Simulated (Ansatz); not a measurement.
# CH₄FGeNS: up Jacob's ladder to CCSD(T)

Aim: compute CH₄FGeNS with functionals from several rungs and with coupled cluster, and see how far each lands from CCSD(T) at the basis-set limit for the atomisation energy.

The runs use Ansatz 0.2.0, Gaussian basis; functionals in def2-TZVPP, the program's frozen cores in correlated methods.

The runs, in order: PBE-D4, r2SCAN-D4, PBE0-D4, B3LYP-D4, ωB97X-V, ωB97M-V, B2PLYP; CCSD(T)/def2-TZVPP; MP2/def2-QZVPP; extrapolation to the limit.

### 1 The relaxed structure

An earlier PBE0-D4 in a triple-zeta def2 set relaxation fixed the geometry.

SMILES `[F][GeH]1[NH]C[S]1`, 9 atoms, charge 0, spin multiplicity 1.

Atoms are counted from 1 here; the program's logs count them from 0.

Bond lengths: F1–Ge2 1.736 Å, Ge2–N3 1.815 Å, Ge2–S5 2.200 Å, Ge2–H6 1.533 Å, N3–C4 1.455 Å, N3–H7 1.007 Å, C4–S5 1.849 Å, C4–H8 1.093 Å, C4–H9 1.094 Å. Angles: F1–Ge2–N3 112.3°, F1–Ge2–S5 115.6°, F1–Ge2–H6 102.5°, N3–Ge2–S5 79.9°, N3–Ge2–H6 123.0°, S5–Ge2–H6 123.4°, Ge2–N3–C4 100.3°, Ge2–N3–H7 129.2°, C4–N3–H7 118.0°, N3–C4–S5 102.8°, N3–C4–H8 113.7°, N3–C4–H9 113.0°, S5–C4–H8 108.7°, S5–C4–H9 109.0°, H8–C4–H9 109.4°, Ge2–S5–C4 76.5°.

### 2 PBE-D4 (GGA)

Input file in.yaml:

```yaml
crystal:
  periodic: [false, false, false]
  atoms:
    - {symbol: F, position_ang: [-1.106660, 2.416744, 0.176142]}
    - {symbol: Ge, position_ang: [-0.026460, 1.209409, -0.448207]}
    - {symbol: N, position_ang: [0.376476, -0.059514, 0.785487]}
    - {symbol: C, position_ang: [-0.149406, -1.243785, 0.123527]}
    - {symbol: S, position_ang: [-0.989450, -0.542193, -1.366618]}
    - {symbol: H, position_ang: [1.039807, 2.053825, -1.155414]}
    - {symbol: H, position_ang: [1.206819, -0.160695, 1.346210]}
    - {symbol: H, position_ang: [0.624351, -1.941669, -0.206812]}
    - {symbol: H, position_ang: [-0.886975, -1.778420, 0.728486]}
basis:
  gaussian: {orbitals: def2-TZVPP}
hamiltonian: {xc: pbe, dispersion: d4}
output: {forces: true, orbitals: {seedname: orbitals}}
```

Run with:

```console
$ ansatz run in.yaml --threads 4 --pin off --events-out ev --progress --plain --max-ram 10444MiB
```

Further steps of the session: r2SCAN-D4 (meta-GGA); PBE0-D4 (hybrid); B3LYP-D4 (hybrid); ωB97X-V (range-separated); ωB97M-V (range-separated); B2PLYP (double hybrid); CCSD(T) in def2-TZVPP; MP2 in def2-QZVPP.

Before running them: what should the planned runs give, taken together? Wanted: atomisation energy, CCSD(T)/CBS; farthest; mean size of error, hybrid; mean size of error, range-separated; gap, smallest and largest; T1 diagnostic; triples share of the correlation energy.

The runs gave:

| quantity | value |
| --- | --- |
| atomisation energy, CCSD(T)/CBS | 750.6 kcal/mol |
| functionals within 7.5 kcal/mol (1.0 %) | r2SCAN-D4, PBE0-D4, B3LYP-D4, ωB97X-V, ωB97M-V |
| farthest | PBE-D4 (+18.9 kcal/mol) |
| mean size of error, hybrid | 3.8 kcal/mol |
| mean size of error, range-separated | 2.6 kcal/mol |
| gap, smallest and largest | 4.56 eV (PBE-D4), 11.33 eV (ωB97X-V) |
| T1 diagnostic | 0.0122 |
| triples share of the correlation energy | 4.0 % |

What this shows: PBE-D4 is off by +18.9 kcal/mol. Double hybrids carry the basis error of their MP2 part in triple zeta, and no dispersion term here, so their miss is partly the set-up's. Misses under about 7.5 kcal/mol are within the doubt on the reference itself, which lacks core-valence correlation, relativity and higher excitations, and its outer-core shells are covered unevenly. Hartree-Fock recovers 67 % of the binding; the rest is correlation. The gap grows from 4.6 to 11.3 eV across the functionals, mostly with the share of exact exchange. Correlated methods include outer-core shells of Ge, which these sets cover unevenly.
